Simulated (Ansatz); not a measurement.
Run this with the Ansatz DFT code, driven from Python and show what comes out.

`laag.py`
```python
"""From the given cell of LaAg to a relaxed cell, its gap and its density of states."""

import ansatz as az
import numpy as np


def count_gap(report):
    # lowest empty less highest filled band, counting bands; zero where they overlap
    return max(report.get("gap_by_band_count_ev") or 0.0, 0.0)


def setup_for(crystal, spacing):
    return (
        crystal.calculation()
        .scf(max_iterations=100)
        .functional("pbesol")
        .accuracy("low")  # preset for grids and thresholds
        .basis(14 * az.Ha)
        .occupations("fermi_dirac")
        .kpoints(spacing=spacing)
    )

xtal = (
    az.Lattice.of((3.76, 0.0, 0.0), (0.0, 3.76, 0.0), (0.0, 0.0, 3.76))
    .atom("La", (0.5, 0.5, 0.5))
    .atom("Ag", (0.0, 0.0, 0.0))
)

relaxed = setup_for(xtal, 0.34).relax(cell=True, force_tolerance=0.01, max_steps=40).checkpoint(write="relax.run", compress=False).run(threads=1)
cell = np.asarray(relaxed.lattice.cell_ang)
print("relaxed edges (A):", np.linalg.norm(cell, axis=1).round(4), " volume:", round(abs(np.linalg.det(cell)), 3), "A^3")
for site in relaxed.lattice.sites:
    print(" ", site.symbol, np.round(site.position_frac, 4) + 0.0)

final = az.Crystal.from_checkpoint("relax.run")
outcome = setup_for(final, 0.26).functional("lda").stress().band_table().density_of_states(energy_step=0.05).run(threads=1)
summary = outcome.report
dos = outcome.density_of_states()
print(f"pressure at the relaxed cell {np.trace(summary['stress_gpa']) / 3:.3f} GPa, gap by band count {count_gap(summary):.3f} eV")
if count_gap(summary) == 0:
    print("states/eV at the Fermi level:", round(float(np.interp(dos.fermi_ev, dos.energies_ev, dos.spin_summed_g_bin_mean_per_ev)), 3))
```

`python laag.py` gives:
```text
DeckWarning: basis.ecutwfc = 380.959407443832 eV is below the records' recommended 420 eV, and the density's cutoff is lower with it unless basis.ecutrho_ratio is high enough to keep the records' density cutoff: compare with a run at a higher cutoff
relaxed edges (A): [3.7566 3.7566 3.7566]  volume: 53.015 A^3
  La [0.5 0.5 0.5]
  Ag [0. 0. 0.]
DeckWarning: crystal.checkpoint: the structure is that of relax.run, a `relax` run, at its step 2: its result, under pbesol at a charge of 0 e; 2 atoms read, 0 with a starting moment [...]
pressure at the relaxed cell -2.365 GPa, gap by band count 0.000 eV
states/eV at the Fermi level: 2.352
```
(Warnings from the package without file and line, shortened.)

What to keep in mind:
- The settings weren't tested for convergence.
- The cutoff lies under the one recommended for these potentials.
- Under the recommended cutoff a pressure can be off by several GPa, even in sign.
- For a metal this k-point mesh is coarse: on a finer one energies can move by several to tens of meV an atom and pressures by half a GPa or more, differences at one mesh by less.
- The zero of the levels is a convention of the potentials, so an absolute Fermi energy is no work function.
- A gap by band count of zero or less means overlapping bands, a metal.
- The structure is a deposited one; some such entries were measured under pressure or heat, so a shift against it needn't be the functional's error alone.
- Gaps and levels are Kohn-Sham values on a finite set of k-points, without spin-orbit coupling.
- Where the second run takes another functional or mesh than the relaxation, its pressure isn't zero; pressure is positive in compression.
- The computed bands are complete only to about 1.3 eV above the Fermi level; beyond that the density of states is undercounted.
- The whole script took 3.4 s on 1 thread of Arm Neoverse V2, on a shared host, peak memory 0.4 GiB.

(Lines on the test bed's own set-up are left out of the output.)
